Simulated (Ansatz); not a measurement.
Born–Oppenheimer molecular dynamics of a periodic cell of 14 atoms, NaFe2O4 (host NaFe2O4, host structure P-1). It starts from an unrelaxed structure (largest force component 1.41 eV/Å).

The calculation used Ansatz, DFT PBEsol, scalar-relativistic, plane waves, PAW. Settings: accuracy low, cutoff 420 eV, k mesh 2x2x2, fermi-dirac smearing 0.05 eV, spin collinear.

| Quantity | Value |
| --- | --- |
| ensemble | NVE (velocity Verlet) |
| time step | 1 fs |
| steps asked | 120 |
| starting velocities drawn for | 1400 K |
| seed | 964300 |

Frames 2 fs apart, positions in Å, forces in eV/Å.

Velocities at 10 fs (Å/ps):

```
Na 3.68 5.86 -0.30
Fe -6.42 6.34 -2.45
Fe -0.47 -5.21 -2.22
O -4.70 11.77 3.27
O -3.23 -0.24 -7.32
O -2.28 -1.11 -3.94
O -0.26 -1.43 -5.63
Na 14.56 -4.45 -2.81
Fe -2.87 -0.41 12.92
Fe 1.64 -0.98 0.80
O -2.85 -1.50 0.14
O -3.11 -4.49 2.15
O 12.53 -6.07 -9.08
O 6.04 1.96 -6.70
```

```xyz
14
Lattice="-2.9346 -5.1761 0.0000 3.2022 -5.1761 0.0000 -0.0882 -1.6505 5.6846" Properties=species:S:1:pos:R:3:forces:R:3 time_fs=10 energy_less_start_eV=0.566 T=1064
Na 0.058 -3.353 2.839 0.11 -0.14 -0.01
Fe 1.536 -2.518 -0.020 0.25 -1.19 -0.73
Fe 0.125 -5.231 -0.019 0.70 0.36 -0.40
O 0.086 -4.957 4.615 -0.26 0.11 1.76
O -1.510 -7.766 4.511 0.43 -0.31 1.89
O 0.015 -6.927 1.049 0.65 -0.67 -1.16
O 1.647 -4.258 1.028 -0.02 0.53 -1.09
Na 0.308 -8.633 2.812 -0.39 -0.10 0.13
Fe -1.494 -2.595 0.148 -0.23 0.51 -2.99
Fe 0.020 -0.013 0.014 -0.66 0.62 -0.98
O 0.237 -10.278 4.570 -0.18 0.66 2.40
O 1.567 -7.810 4.609 0.05 -0.24 1.70
O 0.042 -1.813 0.985 -0.10 -0.07 -0.51
O -1.351 -4.212 0.994 -0.36 -0.10 0.00
14
Lattice="-2.9346 -5.1761 0.0000 3.2022 -5.1761 0.0000 -0.0882 -1.6505 5.6846" Properties=species:S:1:pos:R:3:forces:R:3 time_fs=12 energy_less_start_eV=0.650 T=1013
Na 0.066 -3.341 2.839 0.12 -0.16 -0.02
Fe 1.523 -2.505 -0.025 0.41 -1.39 -0.87
Fe 0.124 -5.241 -0.024 0.79 0.39 -0.40
O 0.076 -4.933 4.624 -0.28 0.01 1.65
O -1.516 -7.767 4.499 0.49 -0.27 1.93
O 0.011 -6.931 1.040 0.73 -0.64 -1.02
O 1.646 -4.261 1.015 0.01 0.50 -1.03
Na 0.337 -8.642 2.807 -0.46 -0.12 0.16
Fe -1.500 -2.595 0.172 -0.25 0.64 -3.39
Fe 0.023 -0.015 0.015 -0.77 0.75 -1.08
O 0.231 -10.280 4.573 -0.15 0.62 2.40
O 1.561 -7.819 4.615 0.05 -0.16 1.69
O 0.067 -1.825 0.966 -0.30 0.08 -0.23
O -1.340 -4.208 0.981 -0.38 -0.26 0.21
14
Lattice="-2.9346 -5.1761 0.0000 3.2022 -5.1761 0.0000 -0.0882 -1.6505 5.6846" Properties=species:S:1:pos:R:3:forces:R:3 time_fs=14 energy_less_start_eV=0.716 T=974
Na 0.073 -3.330 2.838 0.13 -0.19 -0.04
Fe 1.511 -2.494 -0.031 0.64 -1.60 -1.01
Fe 0.124 -5.251 -0.029 0.86 0.42 -0.38
O 0.066 -4.909 4.636 -0.32 -0.11 1.46
O -1.521 -7.769 4.491 0.55 -0.21 1.93
O 0.009 -6.935 1.028 0.79 -0.60 -0.85
O 1.645 -4.262 1.000 0.03 0.45 -0.95
Na 0.364 -8.651 2.802 -0.52 -0.14 0.20
Fe -1.506 -2.595 0.195 -0.26 0.77 -3.72
Fe 0.026 -0.016 0.016 -0.87 0.87 -1.13
O 0.225 -10.281 4.582 -0.12 0.58 2.34
O 1.555 -7.829 4.625 0.05 -0.09 1.62
O 0.091 -1.837 0.947 -0.57 0.28 0.13
O -1.329 -4.205 0.968 -0.38 -0.44 0.41
14
Lattice="-2.9346 -5.1761 0.0000 3.2022 -5.1761 0.0000 -0.0882 -1.6505 5.6846" Properties=species:S:1:pos:R:3:forces:R:3 time_fs=16 energy_less_start_eV=0.770 T=942
Na 0.081 -3.319 2.837 0.15 -0.22 -0.06
Fe 1.499 -2.484 -0.038 0.96 -1.82 -1.14
Fe 0.124 -5.261 -0.034 0.90 0.47 -0.33
O 0.055 -4.886 4.652 -0.38 -0.27 1.18
O -1.524 -7.771 4.488 0.59 -0.13 1.86
O 0.009 -6.941 1.014 0.83 -0.55 -0.65
O 1.645 -4.262 0.983 0.04 0.38 -0.85
Na 0.392 -8.660 2.797 -0.57 -0.16 0.23
Fe -1.512 -2.595 0.215 -0.26 0.88 -3.99
Fe 0.028 -0.017 0.016 -0.95 0.97 -1.14
O 0.218 -10.280 4.597 -0.07 0.54 2.22
O 1.549 -7.838 4.640 0.05 0.00 1.50
O 0.114 -1.848 0.928 -0.91 0.51 0.57
O -1.319 -4.203 0.956 -0.38 -0.63 0.59
14
Lattice="-2.9346 -5.1761 0.0000 3.2022 -5.1761 0.0000 -0.0882 -1.6505 5.6846" Properties=species:S:1:pos:R:3:forces:R:3 time_fs=18 energy_less_start_eV=0.816 T=915
Na 0.089 -3.308 2.837 0.17 -0.24 -0.07
Fe 1.487 -2.475 -0.045 1.37 -2.04 -1.25
Fe 0.126 -5.270 -0.039 0.92 0.53 -0.26
O 0.043 -4.863 4.671 -0.46 -0.44 0.84
O -1.526 -7.773 4.489 0.62 -0.02 1.75
O 0.011 -6.948 0.999 0.85 -0.50 -0.42
O 1.645 -4.261 0.963 0.02 0.31 -0.74
Na 0.418 -8.670 2.792 -0.62 -0.17 0.27
Fe -1.519 -2.594 0.232 -0.23 0.96 -4.19
Fe 0.029 -0.017 0.015 -0.99 1.04 -1.12
O 0.211 -10.278 4.617 -0.02 0.51 2.05
O 1.543 -7.848 4.658 0.06 0.08 1.33
O 0.134 -1.858 0.911 -1.30 0.78 1.08
O -1.310 -4.203 0.946 -0.37 -0.81 0.74
14
Lattice="-2.9346 -5.1761 0.0000 3.2022 -5.1761 0.0000 -0.0882 -1.6505 5.6846" Properties=species:S:1:pos:R:3:forces:R:3 time_fs=20 energy_less_start_eV=0.855 T=891
Na 0.098 -3.298 2.836 0.18 -0.25 -0.09
Fe 1.477 -2.467 -0.053 1.80 -2.24 -1.31
Fe 0.127 -5.279 -0.045 0.90 0.62 -0.17
O 0.030 -4.841 4.692 -0.56 -0.63 0.45
O -1.527 -7.775 4.495 0.64 0.09 1.58
O 0.015 -6.957 0.983 0.84 -0.45 -0.17
O 1.644 -4.259 0.942 -0.01 0.24 -0.61
Na 0.443 -8.680 2.788 -0.65 -0.19 0.30
Fe -1.525 -2.593 0.246 -0.18 0.98 -4.32
Fe 0.030 -0.016 0.013 -1.01 1.09 -1.06
O 0.205 -10.275 4.641 0.04 0.48 1.82
O 1.538 -7.858 4.679 0.07 0.17 1.12
O 0.152 -1.867 0.896 -1.70 1.06 1.60
O -1.302 -4.204 0.937 -0.36 -0.95 0.86
14
Lattice="-2.9346 -5.1761 0.0000 3.2022 -5.1761 0.0000 -0.0882 -1.6505 5.6846" Properties=species:S:1:pos:R:3:forces:R:3 time_fs=22 energy_less_start_eV=0.884 T=875
Na 0.106 -3.288 2.834 0.20 -0.27 -0.11
Fe 1.468 -2.461 -0.062 2.20 -2.41 -1.29
Fe 0.130 -5.288 -0.051 0.84 0.71 -0.06
O 0.015 -4.821 4.714 -0.67 -0.81 0.04
O -1.526 -7.777 4.504 0.64 0.23 1.35
O 0.021 -6.966 0.966 0.78 -0.39 0.09
O 1.644 -4.257 0.919 -0.06 0.15 -0.47
Na 0.467 -8.690 2.785 -0.67 -0.20 0.33
Fe -1.532 -2.590 0.257 -0.08 0.89 -4.35
Fe 0.029 -0.015 0.010 -0.99 1.11 -0.97
O 0.198 -10.271 4.671 0.10 0.45 1.55
O 1.532 -7.867 4.703 0.08 0.25 0.87
O 0.165 -1.872 0.885 -2.04 1.32 2.08
O -1.295 -4.208 0.930 -0.35 -1.04 0.93
14
Lattice="-2.9346 -5.1761 0.0000 3.2022 -5.1761 0.0000 -0.0882 -1.6505 5.6846" Properties=species:S:1:pos:R:3:forces:R:3 time_fs=24 energy_less_start_eV=0.893 T=869
Na 0.115 -3.279 2.833 0.23 -0.27 -0.13
Fe 1.460 -2.457 -0.072 2.50 -2.51 -1.15
Fe 0.133 -5.296 -0.056 0.76 0.83 0.08
O -0.001 -4.803 4.737 -0.78 -0.98 -0.37
O -1.523 -7.779 4.517 0.63 0.37 1.09
O 0.029 -6.977 0.950 0.68 -0.31 0.36
O 1.644 -4.254 0.896 -0.12 0.07 -0.34
Na 0.490 -8.701 2.782 -0.69 -0.22 0.35
Fe -1.539 -2.587 0.265 0.08 0.71 -4.30
Fe 0.029 -0.012 0.007 -0.94 1.09 -0.84
O 0.192 -10.265 4.704 0.15 0.41 1.24
O 1.527 -7.876 4.729 0.08 0.34 0.58
O 0.173 -1.875 0.879 -2.25 1.53 2.45
O -1.289 -4.214 0.926 -0.35 -1.07 0.96
14
Lattice="-2.9346 -5.1761 0.0000 3.2022 -5.1761 0.0000 -0.0882 -1.6505 5.6846" Properties=species:S:1:pos:R:3:forces:R:3 time_fs=26 energy_less_start_eV=0.878 T=878
Na 0.125 -3.270 2.832 0.25 -0.27 -0.15
Fe 1.454 -2.454 -0.083 2.61 -2.52 -0.84
Fe 0.136 -5.303 -0.062 0.66 0.95 0.23
O -0.019 -4.787 4.758 -0.85 -1.11 -0.74
O -1.519 -7.779 4.532 0.60 0.52 0.79
O 0.038 -6.988 0.934 0.52 -0.21 0.64
O 1.643 -4.251 0.871 -0.20 -0.02 -0.21
Na 0.511 -8.712 2.779 -0.69 -0.23 0.36
Fe -1.545 -2.584 0.271 0.30 0.44 -4.14
Fe 0.027 -0.009 0.003 -0.84 1.04 -0.69
O 0.185 -10.259 4.740 0.19 0.36 0.87
O 1.522 -7.884 4.756 0.08 0.44 0.28
O 0.176 -1.873 0.878 -2.28 1.65 2.64
O -1.284 -4.223 0.924 -0.34 -1.02 0.96
14
Lattice="-2.9346 -5.1761 0.0000 3.2022 -5.1761 0.0000 -0.0882 -1.6505 5.6846" Properties=species:S:1:pos:R:3:forces:R:3 time_fs=28 energy_less_start_eV=0.840 T=900
Na 0.135 -3.262 2.830 0.27 -0.27 -0.16
Fe 1.450 -2.454 -0.094 2.51 -2.44 -0.39
Fe 0.140 -5.310 -0.067 0.52 1.08 0.40
O -0.039 -4.774 4.777 -0.87 -1.19 -1.04
O -1.513 -7.779 4.550 0.56 0.67 0.47
O 0.049 -7.000 0.920 0.31 -0.09 0.91
O 1.642 -4.248 0.846 -0.31 -0.12 -0.10
Na 0.532 -8.723 2.777 -0.69 -0.23 0.37
Fe -1.552 -2.580 0.273 0.57 0.10 -3.90
Fe 0.025 -0.005 -0.001 -0.70 0.95 -0.51
O 0.180 -10.252 4.778 0.22 0.28 0.47
O 1.517 -7.890 4.784 0.06 0.53 -0.04
O 0.174 -1.868 0.885 -2.12 1.65 2.61
O -1.279 -4.234 0.924 -0.33 -0.93 0.91
14
Lattice="-2.9346 -5.1761 0.0000 3.2022 -5.1761 0.0000 -0.0882 -1.6505 5.6846" Properties=species:S:1:pos:R:3:forces:R:3 time_fs=30 energy_less_start_eV=0.791 T=929
Na 0.145 -3.254 2.828 0.28 -0.26 -0.18
Fe 1.448 -2.454 -0.105 2.22 -2.27 0.19
Fe 0.144 -5.316 -0.073 0.34 1.25 0.60
O -0.061 -4.764 4.794 -0.80 -1.19 -1.26
O -1.506 -7.777 4.568 0.53 0.80 0.16
O 0.060 -7.012 0.908 0.07 0.04 1.16
O 1.640 -4.246 0.820 -0.48 -0.23 -0.03
Na 0.552 -8.735 2.776 -0.67 -0.24 0.36
Fe -1.558 -2.577 0.273 0.88 -0.27 -3.57
Fe 0.023 -0.001 -0.006 -0.50 0.81 -0.32
O 0.175 -10.244 4.817 0.22 0.17 0.04
O 1.512 -7.896 4.812 0.01 0.62 -0.34
O 0.166 -1.859 0.897 -1.81 1.56 2.38
O -1.275 -4.247 0.926 -0.28 -0.80 0.83
14
Lattice="-2.9346 -5.1761 0.0000 3.2022 -5.1761 0.0000 -0.0882 -1.6505 5.6846" Properties=species:S:1:pos:R:3:forces:R:3 time_fs=32 energy_less_start_eV=0.748 T=955
Na 0.156 -3.246 2.826 0.29 -0.24 -0.20
Fe 1.447 -2.457 -0.117 1.80 -2.04 0.82
Fe 0.148 -5.322 -0.077 0.10 1.45 0.81
O -0.085 -4.756 4.808 -0.66 -1.13 -1.39
O -1.498 -7.772 4.587 0.56 0.88 -0.12
O 0.072 -7.024 0.899 -0.19 0.19 1.38
O 1.636 -4.244 0.795 -0.72 -0.37 -0.01
Na 0.570 -8.747 2.776 -0.65 -0.23 0.36
Fe -1.563 -2.573 0.270 1.19 -0.65 -3.20
Fe 0.020 0.004 -0.011 -0.26 0.65 -0.10
O 0.170 -10.235 4.856 0.21 0.04 -0.41
O 1.507 -7.900 4.839 -0.06 0.72 -0.63
O 0.154 -1.846 0.915 -1.42 1.38 1.99
O -1.272 -4.263 0.931 -0.21 -0.65 0.72
```

Of the whole run (120 fs, mean temperature of the second half 963 K): The conserved energy stayed within 0.056 meV per atom of its start (net change 0.033 meV per atom), so the integration is sound. A run of 0.12 ps of so small a system gives no equilibrium averages. No Hubbard correction was used and the magnetic state wasn't searched. Limits of this set-up: coarse k mesh, low accuracy level.

The run took 19 min on 2 threads of Intel(R) Xeon(R) 6975P-C (Granite Rapids), with other jobs on the host, peak memory 0.69 GiB.
